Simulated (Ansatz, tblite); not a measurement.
**TiClF3: spin-state energies by level**

Is the singlet the ground state of TiClF3? Other spin states are computed and compared level by level.

The runs use Ansatz 0.2.0, Gaussian basis; as each input shows.

The runs, in order: triplet, at the geometry of the singlet (GFN1-xTB, GFN2-xTB, PBE0-D4/def2-TZVP, PBE-D4/def2-TZVP, r2SCAN-D4/def2-TZVP); the singlet's energies come from earlier runs.

## 1. The geometry

The geometry is that of the singlet, from an earlier relaxation (PBE-D4/def2-SVP).

5 atoms, charge 0, spin multiplicity 1.

Bond lengths: Ti1–Cl2 2.191 Å, Ti1–F3 1.740 Å, Ti1–F4 1.739 Å, Ti1–F5 1.740 Å. Angles: Cl2–Ti1–F3 109.9°, Cl2–Ti1–F4 109.9°, Cl2–Ti1–F5 109.9°, F3–Ti1–F4 109.0°, F3–Ti1–F5 109.0°, F4–Ti1–F5 109.0°.

Formally the metal is d0. No spin-orbit coupling is included.

## 2. Triplet at the fixed geometry, GFN1-xTB

Tight binding, by tblite at 300 K electronic temperature and without a spin-polarisation term:

```python
tblite.interface.Calculator('GFN1-xTB', numbers, positions, charge=0, uhf=2).singlepoint()
```

Energy -570.8398 eV; 0.007 s.

## 3. Triplet at the fixed geometry, GFN2-xTB

Tight binding, by tblite at 300 K electronic temperature and without a spin-polarisation term:

```python
tblite.interface.Calculator('GFN2-xTB', numbers, positions, charge=0, uhf=2).singlepoint()
```

Energy -558.5047 eV; 0.005 s.

## 4. Triplet at the fixed geometry, PBE0-D4/def2-TZVP

in.yaml reads:

```yaml
crystal:
  periodic: [false, false, false]
  atoms:
    - {symbol: Ti, position_ang: [-0.000399, 0.000640, -0.082424]}
    - {symbol: Cl, position_ang: [0.009845, -0.017451, 2.108180]}
    - {symbol: F, position_ang: [1.632158, 0.009667, -0.682928]}
    - {symbol: F, position_ang: [-0.824128, 1.419821, -0.659707]}
    - {symbol: F, position_ang: [-0.817476, -1.412676, -0.683120]}
basis:
  gaussian: {orbitals: def2-TZVP}
magnetization: {spin_polarized: true, initial_magnetization: 2}
hamiltonian: {xc: pbe0, dispersion: d4}
scf: {omitted_lower_state_checks: [starts]}
output: {orbitals: {seedname: orbitals}}
```

On the command line:

```console
ansatz run in.yaml --threads 4 --pin off --events-out ev --progress --plain --max-ram 3916MiB
```

Output:

```text
Functional definition: PBE0
  name "PBE0"
  cite "Adamo & Barone, J. Chem. Phys. 110, 6158 (1999) doi:10.1063/1.478522"
  cite "Perdew, Burke & Ernzerhof, Phys. Rev. Lett. 77, 3865 (1996) doi:10.1103/PhysRevLett.77.3865"
  parent pbe
  parameter a = 0.25
  parameter kappa = 0.804
  parameter beta = 0.06672455060314922
  exchange = (1 - a)*pbe_x(kappa = kappa, mu = beta*pi^2/3) + a*exact_x
  correlation = pbe_c(beta = beta)
these checks for a lower state are left out or cut short: starts
1202 factors; their error is unknown
mean field evaluation 1: about -43770.6017 eV, gradient 4.6e1 eV
mean field evaluation 2: about -43741.1880 eV, gradient 1.0e2 eV
mean field evaluation 4: about -43777.4311 eV, gradient 5.1e0 eV
mean field evaluation 8: about -43777.5788 eV, gradient 1.7e-1 eV
mean field evaluation 16: about -43777.7773 eV, gradient 1.9e-2 eV
mean field evaluation 32: about -43777.8942 eV, gradient 1.6e-5 eV
mean field -43777.89416576 eV, -1608.8079368693 hartree, gradient 4.2e-6 eV, S^2 2.006048; 0 other end points of the search recorded, 0 dependent functions left out
reference -43777.89420609 eV, -1608.8079383512 hartree; 34, 32 occupied and 141, 143 virtual orbitals, 1202 factors
Total energy: -43777.99058555 eV, -1608.8114802313 hartree
Checks for a lower state left out: starts
```

It took 18 s on 4 threads of Arm Neoverse V2, shared host; peak memory 0.9 GiB.

HOMO -5.08 eV, LUMO -8.91 eV (over both spins; with the spin held, an empty level of the minority spin lies below the top filled one); ⟨S²⟩ 2.006 (pure: 2.00).

## 5. Triplet at the fixed geometry, PBE-D4/def2-TZVP

start.molden holds the orbitals of an earlier run on this state, given as this run's starting guess.

Changes to in.yaml since step 4:

```diff
@@ -9,5 +9,5 @@
 basis:
-  gaussian: {orbitals: def2-TZVP}
+  gaussian: {orbitals: def2-TZVP, initial_orbitals: start.molden}
 magnetization: {spin_polarized: true, initial_magnetization: 2}
-hamiltonian: {xc: pbe0, dispersion: d4}
+hamiltonian: {xc: pbe, dispersion: d4}
 scf: {omitted_lower_state_checks: [starts]}
```

Same command.

Output:

```text
Functional definition: PBE
  name "PBE"
  cite "Perdew, Burke & Ernzerhof, Phys. Rev. Lett. 77, 3865 (1996) doi:10.1103/PhysRevLett.77.3865"
  parent pbe
  parameter kappa = 0.804
  parameter beta = 0.06672455060314922
  exchange = pbe_x(kappa = kappa, mu = beta*pi^2/3)
  correlation = pbe_c(beta = beta)
these checks for a lower state are left out or cut short: starts
1137 factors; their error is unknown
mean field evaluation 1: about -43776.5876 eV, gradient 9.9e0 eV
mean field evaluation 2: about -43776.9586 eV, gradient 1.4e0 eV
mean field evaluation 4: about -43776.9682 eV, gradient 1.3e-1 eV
mean field evaluation 8: about -43776.9693 eV, gradient 1.3e-5 eV
mean field evaluation 16: about -43776.9693 eV, gradient 8.6e-6 eV
mean field -43776.96934574 eV, -1608.7739503603 hartree, gradient 8.6e-6 eV, S^2 2.002824; 0 other end points of the search recorded, 0 dependent functions left out
reference -43776.96940035 eV, -1608.7739523672 hartree; 34, 32 occupied and 141, 143 virtual orbitals, 1137 factors
Total energy: -43777.08293717 eV, -1608.7781247683 hartree
Checks for a lower state left out: starts
```

Wall time 8.5 s (4 threads of Arm Neoverse V2, shared host).

HOMO -3.00 eV, LUMO -9.31 eV (over both spins; with the spin held, an empty level of the minority spin lies below the top filled one); ⟨S²⟩ 2.003 (pure: 2.00).

## 6. Triplet at the fixed geometry, r2SCAN-D4/def2-TZVP

Changes to in.yaml since step 5:

```diff
@@ -11,3 +11,3 @@
 magnetization: {spin_polarized: true, initial_magnetization: 2}
-hamiltonian: {xc: pbe, dispersion: d4}
+hamiltonian: {xc: r2scan, dispersion: d4}
 scf: {omitted_lower_state_checks: [starts]}
```

Same command.

Output (excerpt; [...] marks lines left out):

```text
Functional definition: r2SCAN
  name "r2SCAN"
  cite "Furness, Kaplan, Ning, Perdew & Sun, J. Phys. Chem. Lett. 11, 8208 (2020) doi:10.1021/acs.jpclett.0c02405"
  cite "Furness, Kaplan, Ning, Perdew & Sun, J. Phys. Chem. Lett. 11, 9248 (2020) doi:10.1021/acs.jpclett.0c03077"
  parent r2scan
[...]
1137 factors; their error is unknown
[...]
mean field -43790.68390363 eV, -1609.2779510668 hartree, gradient 5.0e-6 eV, S^2 2.006167; 0 other end points of the search recorded, 0 dependent functions left out
reference -43790.68392307 eV, -1609.2779517811 hartree; 34, 32 occupied and 141, 143 virtual orbitals, 1137 factors
Total energy: -43790.70982856 eV, -1609.2789037905 hartree
Checks for a lower state left out: starts
```

Run time: 20 s. Hardware: 4 threads of Arm Neoverse V2, shared host.

HOMO -3.44 eV, LUMO -9.43 eV (over both spins; with the spin held, an empty level of the minority spin lies below the top filled one); ⟨S²⟩ 2.006 (pure: 2.00).

## 7. Triplet less singlet, vertical

The singlet's energies are those of its earlier runs, whose logs aren't repeated here.

| level | triplet less singlet, vertical (eV) | time |
| --- | --- | --- |
| GFN1-xTB | +4.084 | 0.013 s |
| GFN2-xTB | +4.728 | 0.009 s |
| PBE-D4/def2-TZVP | +5.460 | 10 s |
| r2SCAN-D4/def2-TZVP | +5.466 | 23 s |
| PBE0-D4/def2-TZVP | +5.187 | 20 s |

Times add the two runs; a level without a time comes out of a correlated run. Tight binding without a spin term can't rank spin states.

## 8. Outcome

| quantity | value |
| --- | --- |
| triplet less singlet, vertical, functionals in def2-TZVP | +5.187 (PBE0-D4) to +5.466 eV (r2SCAN-D4) |

All functionals put the triplet above the singlet, over a spread of 0.278 eV. The checks for a lower triplet were left out, so another state of that spin may lie lower. The singlet here is a closed shell; an open-shell singlet can lie lower. These are electronic energies, without zero-point motion, entropy or surroundings.
